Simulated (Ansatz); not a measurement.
# AlBClH5OSi: the cost of one run

All numbers below are computed with Ansatz 0.2.0 (RKS PBE/def2-SVP).

### 1 The system as given

Bond lengths: Al1–O2 1.810 Å, O2–B3 1.477 Å, B3–Si4 1.933 Å, Si4–Cl5 2.085 Å, Al1–H6 1.547 Å, Al1–H7 1.643 Å, B3–H8 1.184 Å, Si4–H9 1.502 Å, Si4–H10 1.396 Å. Angles: Al1–O2–B3 105.6°, O2–Al1–H6 123.7°, O2–Al1–H7 117.3°, H6–Al1–H7 118.9°, O2–B3–Si4 120.5°, O2–B3–H8 118.8°, Si4–B3–H8 119.0°, B3–Si4–Cl5 109.8°, B3–Si4–H9 105.9°, B3–Si4–H10 112.8°, Cl5–Si4–H9 105.2°, Cl5–Si4–H10 111.2°, H9–Si4–H10 111.5°.

As a file:

```xyz
10

Al   -0.7909   -1.2078    1.6572
O     0.8240   -0.6113    1.0990
B     0.7246   -0.5150   -0.3718
Si    0.4875    1.2016   -1.2288
Cl    0.0858    2.6587    0.2069
H    -1.1618   -2.7062    1.7663
H    -1.9451   -0.0799    1.9640
H     1.0574   -1.4423   -1.0278
H    -0.7737    1.0869   -2.0365
H     1.5753    1.5640   -2.0254
```

### 2 Relaxing end A

File input.yaml:

```yaml
crystal:
  periodic: [false, false, false]
  atoms:
    - { symbol: Al, position_ang: [-0.7909, -1.2078, 1.6572] }
    - { symbol: O, position_ang: [0.824, -0.6113, 1.099] }
    - { symbol: B, position_ang: [0.7246, -0.515, -0.3718] }
    - { symbol: Si, position_ang: [0.4875, 1.2016, -1.2288] }
    - { symbol: Cl, position_ang: [0.0858, 2.6587, 0.2069] }
    - { symbol: H, position_ang: [-1.1618, -2.7062, 1.7663] }
    - { symbol: H, position_ang: [-1.9451, -0.0799, 1.964] }
    - { symbol: H, position_ang: [1.0574, -1.4423, -1.0278] }
    - { symbol: H, position_ang: [-0.7737, 1.0869, -2.0365] }
    - { symbol: H, position_ang: [1.5753, 1.564, -2.0254] }
basis:
  gaussian: { orbitals: def2-SVP }
hamiltonian:
  xc: pbe
relax:
  f_tol: 0.015
  max_steps: 40
output:
  orbitals: {}
```

Started as:

```bash
$ ansatz run input.yaml --threads 2 --pin off --max-ram 3072MiB --backend cpu --events-out ev --progress --plain --runs-dir out
```

**Question.** How long does this run take on 2 threads of Intel Xeon Platinum 8488C (Sapphire Rapids), shared host, and how much memory does it need?

About 42 s, with a peak of 0.22 GiB.
